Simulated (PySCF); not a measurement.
# A gas-phase reaction: FGeH3O → FGeH2 + HO

What reaction energy should one expect for `[OH][GeH2][F]` → `[F][GeH2]` + `[OH]`?

Computed with PySCF 2.14.0; each step states its level. No surroundings beyond the atoms listed, unless a continuum is named. Atoms count from 0, parts from 1.

## 1. Starting point

Each species was relaxed by itself at PBE0-D3(BJ)/def2-SVPD.

## 2. Energies of the species: wB97M-D3(BJ)/def2-TZVPD

What the job is given:

```
{"job": {"kind": "react", "xc": "wB97M-D3(BJ)", "basis": "def2-TZVPD"}, "charge": 0, "multiplicity": 1}
-1 FGeH3O charge 0 multiplicity 1
O      1.000660    -0.912350    -0.203200
Ge    -0.173110     0.317460     0.289900
F     -1.766600    -0.252960    -0.179890
H      1.096040    -1.028460    -1.153020
H      0.016150     1.633020    -0.474200
H     -0.129560     0.354380     1.814020

+1 FGeH2 charge 0 multiplicity 2
F      1.558040    -0.081580    -0.177030
Ge    -0.095690     0.006030     0.435150
H     -0.799120    -1.256240    -0.125460
H     -0.663230     1.331790    -0.132650

+1 HO charge 0 multiplicity 2
O      0.485750    -0.015280     0.001750
H     -0.488320     0.015610    -0.000160
```

Level: wB97M-D3(BJ)/def2-TZVPD reaction energy of separated species, gas phase.

The run is started by

```bash
$ OMP_NUM_THREADS=1 python cluster_run.py task.json out
```

This one command runs all jobs of the session in turn.

Standard output:

```text
species 1 (FGeH3O)
coarse grid: 25312 points
cycle   1  E = -2253.8959816942  dE = -5.370e-01  |g| = 1.059e+00  |ddm| = 1.819e+00
cycle   2  E = -2253.8316385773  dE =  6.434e-02  |g| = 1.327e+00  |ddm| = 1.195e+00
cycle   3  E = -2254.0616263358  dE = -2.300e-01  |g| = 5.162e-02  |ddm| = 6.077e-01
cycle   4  E = -2254.0619732666  dE = -3.469e-04  |g| = 3.182e-02  |ddm| = 4.957e-02
cycle   5  E = -2254.0620921823  dE = -1.189e-04  |g| = 5.284e-03  |ddm| = 1.902e-02
cycle   6  E = -2254.0620988911  dE = -6.709e-06  |g| = 8.129e-04  |ddm| = 6.823e-03
final grid: 51968 points
cycle   7  E = -2254.0619468572  dE = -4.967e-07  |g| = 5.288e-04  |ddm| = 2.189e-03
cycle   8  E = -2254.0619468927  dE = -3.551e-08  |g| = 5.410e-04  |ddm| = 6.490e-04
cycle   9  E = -2254.0619469369  dE = -4.420e-08  |g| = 8.017e-05  |ddm| = 2.781e-04
cycle  10  E = -2254.0619469408  dE = -3.906e-09  |g| = 3.138e-05  |ddm| = 1.381e-04
cycle  11  E = -2254.0619469412  dE = -3.934e-10  |g| = 1.131e-05  |ddm| = 4.610e-05
converged SCF energy = -2254.0619469412

species 2 (FGeH2)
coarse grid: 17664 points
cycle   1  E = -2178.0163221404  dE = -7.098e-01  |g| = 5.818e-01  |ddm| = 1.083e+00
cycle   2  E = -2177.9658220560  dE =  5.050e-02  |g| = 7.747e-01  |ddm| = 6.530e-01
cycle   3  E = -2178.1088713753  dE = -1.430e-01  |g| = 6.056e-02  |ddm| = 3.294e-01
cycle   4  E = -2178.1097642678  dE = -8.929e-04  |g| = 2.472e-02  |ddm| = 4.706e-02
cycle   5  E = -2178.1100337172  dE = -2.694e-04  |g| = 4.208e-03  |ddm| = 2.813e-02
cycle   6  E = -2178.1100697149  dE = -3.600e-05  |g| = 1.506e-03  |ddm| = 1.311e-02
cycle   7  E = -2178.1100765048  dE = -6.790e-06  |g| = 5.233e-04  |ddm| = 5.891e-03
final grid: 35392 points
cycle   8  E = -2178.1099542697  dE = -7.382e-07  |g| = 2.834e-04  |ddm| = 1.310e-03
cycle   9  E = -2178.1099544825  dE = -2.128e-07  |g| = 1.685e-04  |ddm| = 6.911e-04
cycle  10  E = -2178.1099545654  dE = -8.290e-08  |g| = 1.373e-04  |ddm| = 5.565e-04
cycle  11  E = -2178.1099545852  dE = -1.983e-08  |g| = 1.882e-05  |ddm| = 3.339e-04
cycle  12  E = -2178.1099545856  dE = -3.915e-10  |g| = 8.842e-06  |ddm| = 4.224e-05
converged SCF energy = -2178.1099545856

species 3 (HO)
coarse grid: 7656 points
cycle   1  E = -75.7626906814  dE = -2.117e-01  |g| = 2.065e-01  |ddm| = 6.071e-01
cycle   2  E = -75.7743565832  dE = -1.167e-02  |g| = 1.451e-01  |ddm| = 1.776e-01
cycle   3  E = -75.7810757741  dE = -6.719e-03  |g| = 2.342e-02  |ddm| = 6.589e-02
cycle   4  E = -75.7812932035  dE = -2.174e-04  |g| = 4.864e-03  |ddm| = 1.316e-02
cycle   5  E = -75.7813167016  dE = -2.350e-05  |g| = 1.391e-03  |ddm| = 5.197e-03
cycle   6  E = -75.7813195979  dE = -2.896e-06  |g| = 2.759e-04  |ddm| = 2.194e-03
final grid: 16584 points
cycle   7  E = -75.7813219974  dE = -1.017e-07  |g| = 1.446e-04  |ddm| = 2.895e-04
cycle   8  E = -75.7813220221  dE = -2.464e-08  |g| = 8.123e-05  |ddm| = 1.411e-04
cycle   9  E = -75.7813220283  dE = -6.286e-09  |g| = 5.227e-05  |ddm| = 7.600e-05
cycle  10  E = -75.7813220309  dE = -2.562e-09  |g| = 1.859e-06  |ddm| = 6.885e-05
cycle  11  E = -75.7813220309  dE = -4.633e-12  |g| = 3.711e-07  |ddm| = 3.512e-06
converged SCF energy = -75.7813220309

Reaction energy = 108.013 kcal/mol
```

It took 24 s on 1 thread of Arm Neoverse N1, shared host; peak memory 0.58 GiB.

Species by species (with the dispersion term, which the log's SCF energies lack):

```csv
ν,species,energy (Eh),HOMO (eV)
-1,[OH][GeH2][F],-2254.06563,-11.80
+1,[F][GeH2],-2178.11187,-8.93
+1,[OH],-75.78163,-11.87
```

## 3. Reaction energy: PBE0-D3(BJ)/def2-TZVPD

Settings changed since step 2:

```diff
@@ -1,2 +1,2 @@
-{"job": {"kind": "react", "xc": "wB97M-D3(BJ)", "basis": "def2-TZVPD"}, "charge": 0, "multiplicity": 1}
+{"job": {"kind": "react", "xc": "PBE0", "basis": "def2-TZVPD", "disp": "d3bj"}, "charge": 0, "multiplicity": 1}
 -1 FGeH3O charge 0 multiplicity 1
```

With the program's defaults for keys left out, this is: PBE0-D3(BJ)/def2-TZVPD reaction energy of separated species, gas phase.

Standard output:

```text
species 1 (FGeH3O)
coarse grid: 25312 points
cycle   1  E = -2253.3935890493  dE = -4.240e-01  |g| = 1.135e+00  |ddm| = 1.838e+00
cycle   2  E = -2252.9930008249  dE =  4.006e-01  |g| = 1.935e+00  |ddm| = 1.574e+00
cycle   3  E = -2253.5704154792  dE = -5.774e-01  |g| = 1.558e-01  |ddm| = 1.047e+00
cycle   4  E = -2253.5735029107  dE = -3.087e-03  |g| = 5.923e-02  |ddm| = 1.140e-01
cycle   5  E = -2253.5738471589  dE = -3.442e-04  |g| = 1.722e-02  |ddm| = 3.236e-02
cycle   6  E = -2253.5738876016  dE = -4.044e-05  |g| = 5.756e-03  |ddm| = 1.039e-02
cycle   7  E = -2253.5738934194  dE = -5.818e-06  |g| = 5.866e-04  |ddm| = 3.285e-03
final grid: 51968 points
cycle   8  E = -2253.5738292774  dE = -1.397e-07  |g| = 6.135e-04  |ddm| = 1.539e-03
cycle   9  E = -2253.5738292212  dE =  5.613e-08  |g| = 8.580e-04  |ddm| = 7.449e-04
cycle  10  E = -2253.5738293321  dE = -1.109e-07  |g| = 1.108e-04  |ddm| = 4.418e-04
cycle  11  E = -2253.5738293339  dE = -1.826e-09  |g| = 2.261e-05  |ddm| = 6.810e-05
cycle  12  E = -2253.5738293340  dE = -4.502e-11  |g| = 4.592e-06  |ddm| = 1.289e-05
converged SCF energy = -2253.5738293340

species 2 (FGeH2)
coarse grid: 17664 points
cycle   1  E = -2177.6230664624  dE = -6.133e-01  |g| = 6.129e-01  |ddm| = 1.095e+00
cycle   2  E = -2177.3157970653  dE =  3.073e-01  |g| = 1.171e+00  |ddm| = 8.504e-01
cycle   3  E = -2177.7100214260  dE = -3.942e-01  |g| = 1.700e-01  |ddm| = 5.889e-01
cycle   4  E = -2177.7171398350  dE = -7.118e-03  |g| = 2.737e-02  |ddm| = 9.584e-02
cycle   5  E = -2177.7173345983  dE = -1.948e-04  |g| = 4.598e-03  |ddm| = 2.382e-02
cycle   6  E = -2177.7173485556  dE = -1.396e-05  |g| = 1.012e-03  |ddm| = 5.850e-03
cycle   7  E = -2177.7173493653  dE = -8.097e-07  |g| = 3.290e-04  |ddm| = 1.695e-03
final grid: 35392 points
cycle   8  E = -2177.7173003318  dE = -8.799e-08  |g| = 4.767e-04  |ddm| = 7.023e-04
cycle   9  E = -2177.7173002032  dE =  1.286e-07  |g| = 8.327e-04  |ddm| = 5.830e-04
cycle  10  E = -2177.7173004069  dE = -2.037e-07  |g| = 2.741e-05  |ddm| = 3.627e-04
cycle  11  E = -2177.7173004079  dE = -9.818e-10  |g| = 1.233e-05  |ddm| = 5.185e-05
converged SCF energy = -2177.7173004079

species 3 (HO)
coarse grid: 1712 points
cycle   1  E = -75.6674819076  dE = -1.165e-01  |g| = 2.231e-01  |ddm| = 6.103e-01
cycle   2  E = -75.6666183298  dE =  8.636e-04  |g| = 2.393e-01  |ddm| = 2.416e-01
cycle   3  E = -75.6874571859  dE = -2.084e-02  |g| = 2.665e-02  |ddm| = 1.261e-01
cycle   4  E = -75.6877134348  dE = -2.562e-04  |g| = 5.201e-03  |ddm| = 1.314e-02
cycle   5  E = -75.6877270920  dE = -1.366e-05  |g| = 9.134e-04  |ddm| = 3.511e-03
cycle   6  E = -75.6877281380  dE = -1.046e-06  |g| = 2.568e-04  |ddm| = 1.183e-03
final grid: 16584 points
cycle   7  E = -75.6876033879  dE = -1.039e-05  |g| = 1.724e-03  |ddm| = 3.843e-03
cycle   8  E = -75.6876031825  dE =  2.054e-07  |g| = 1.808e-03  |ddm| = 1.533e-03
cycle   9  E = -75.6876043071  dE = -1.125e-06  |g| = 1.665e-04  |ddm| = 8.871e-04
cycle  10  E = -75.6876043227  dE = -1.563e-08  |g| = 3.446e-05  |ddm| = 1.188e-04
cycle  11  E = -75.6876043244  dE = -1.655e-09  |g| = 7.619e-06  |ddm| = 5.387e-05
cycle  12  E = -75.6876043245  dE = -1.167e-10  |g| = 3.656e-06  |ddm| = 1.393e-05
converged SCF energy = -75.6876043245

Reaction energy = 106.624 kcal/mol
```

It took 14 s on 1 thread of Arm Neoverse N1, shared host; peak memory 0.56 GiB.

Reaction energy at this level: 106.6 kcal/mol.

## 4. Comparing the runs

Energies in kcal/mol, with wall time:

```csv
run,reaction,time
wB97M-D3(BJ)/def2-TZVPD,108.0,24 s
PBE0-D3(BJ)/def2-TZVPD,106.6,14 s
```

## 5. Results

```
                                                quantity                    value
               reaction energy (wB97M-D3(BJ)/def2-TZVPD)           108.0 kcal/mol
                     ΔH, ΔG at 298 K (xTB thermal terms)   +103.8, +93.4 kcal/mol
range of the reaction energy over the runs of this table  106.6 to 108.0 kcal/mol
```

**Reading.** The reaction is endothermic by 103.8 kcal/mol in the gas phase; dispersion gives +0.92, and xTB itself gave 135.7 for the electronic energy (xTB energies and thermal terms come from the earlier relaxation of each species, not shown). No barrier was sought. xTB and this level differ widely in the electronic energy, so what comes from xTB (the thermal terms above all) is less safe here. The reaction energy runs from 106.6 (PBE0-D3(BJ)/def2-TZVPD) to 108.0 kcal/mol (wB97M-D3(BJ)/def2-TZVPD).
